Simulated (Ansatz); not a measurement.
# Li3YBi2 and its elements: a formation energy from the elements

Program: the Python package of Ansatz (0.2.0).

Typed at the interpreter:
```pycon
>>> from collections import Counter
>>> import warnings
>>> import ansatz as az
>>> import numpy as np
>>> PHASES = {
...     "Li3YBi2": (
...         [(4.638004, 0.0, 0.0), (-2.319002, 4.01663, 0.0), (0.0, 0.0, 7.324325)],
...         [
...             ("Li", (2 / 3, 1 / 3, 0.350937)),
...             ("Li", (1 / 3, 2 / 3, 0.649063)),
...             ("Li", (0.0, 0.0, 0.5)),
...             ("Y", (0.0, 0.0, 0.0)),
...             ("Bi", (2 / 3, 1 / 3, 0.752587)),
...             ("Bi", (1 / 3, 2 / 3, 0.247413)),
...         ],
...     ),
...     "Li": (
...         [(-1.75465, 1.75465, 1.75465), (1.75465, -1.75465, 1.75465), (1.75465, 1.75465, -1.75465)],
...         [
...             ("Li", (0.0, 0.0, 0.0)),
...         ],
...     ),
...     "Y": (
...         [(3.6474, 0.0, 0.0), (-1.8237, 3.158741, 0.0), (0.0, 0.0, 5.7306)],
...         [
...             ("Y", (1 / 3, 2 / 3, 0.25)),
...             ("Y", (2 / 3, 1 / 3, 0.75)),
...         ],
...     ),
...     "Bi": (
...         [(2.2675, 1.309142, 3.938), (-2.2675, 1.309142, 3.938), (0.0, -2.618283, 3.938)],
...         [
...             ("Bi", (0.234, 0.234, 0.234)),
...             ("Bi", (0.766, 0.766, 0.766)),
...         ],
...     ),
... }
>>> def build(vectors, sites):
...     crystal = az.Crystal(lattice=az.Lattice.of(vectors))
...     for symbol, position in sites:
...         crystal = crystal.atom(symbol, position)
...     return crystal
...
>>> def solve(name, crystal):
...     calc = (
...         crystal.calculation()
...         .functional("lda")
...         .pseudopotentials("nc")
...         .mixing("msr1", preconditioner="resta")
...         .scf(tolerance=1e-05, max_iterations=150)
...         .kpoints(spacing=0.39)
...         .occupations("cold", width=0.1)
...         .stress()
...     )
...     calc = calc.relax(force_tolerance=0.01, cell=True)
...     return calc.run()
...
>>> def counts(outcome):
...     return Counter(site.symbol for site in outcome.lattice.sites)
...
>>> def formation_energy(outcome, mu):
...     n = counts(outcome)
...     return (outcome.report["energy_sigma0_ev"] - sum(k * mu[element] for element, k in n.items())) / sum(n.values())
...
>>> def volume_per_atom(outcome):
...     return abs(np.linalg.det(outcome.lattice.cell_ang)) / len(outcome.lattice.sites)
...
>>> warnings.simplefilter("ignore")
>>> phases = {name: build(*cell) for name, cell in PHASES.items()}
>>> done = {}
>>> for name, crystal in phases.items():
...     done[name] = solve(name, crystal)
...     print(f"{name}: {done[name].report['energy_sigma0_ev']:.4f} eV, {len(done[name].lattice.sites)} atoms")
...
Li3YBi2: -6142.2198 eV, 6 atoms
Li: -193.6360 eV, 1 atoms
Y: -2223.6623 eV, 2 atoms
Bi: -4444.9819 eV, 2 atoms
>>> # chemical potentials of the elements at zero temperature
>>> references = {"Li": "Li", "Y": "Y", "Bi": "Bi"}
>>> mu = {element: done[name].report["energy_sigma0_ev"] / len(done[name].lattice.sites) for element, name in references.items()}
>>> target = done["Li3YBi2"]
>>> heat = formation_energy(target, mu)
>>> n = counts(target)
>>> print("cell content:", dict(n), " volume", round(volume_per_atom(target), 3), "A^3/atom")
cell content: {<Element.LI: 'Li'>: 3, <Element.Y: 'Y'>: 1, <Element.BI: 'Bi'>: 2}  volume 21.081 A^3/atom
>>> print("formation energy", round(heat, 4), "eV/atom,", round(heat * sum(n.values()), 4), "eV per cell")
formation energy -0.7498 eV/atom, -4.4987 eV per cell
>>> print("bound against the elements" if heat < 0 else "unbound against the elements")
bound against the elements
```

Reading the output:
- The settings weren't tested for convergence.
- The run is spin-unpolarised.
- For the metals among these phases the mesh is modest: differences between phases can be off by up to 40 meV an atom.
- The program warned that this SCF threshold is loose for forces or stresses.
- Spin-orbit coupling, which matters for elements this heavy, is left out.
- The cells come from databases of deposited and of computed structures, and not all need be stable phases.
- The compound is the structure given, not necessarily its lowest; energies are at zero temperature, with no correction for gases. A semilocal functional's error on such energies is often 0.05 to 0.1 eV an atom, and 0.1 to 0.3 eV against gases such as O2 or F2.
- The script silences warnings, which a real study should read.
- Finished in 62 s on 1 thread of Arm Neoverse V2 (shared host), peak memory 0.55 GiB.
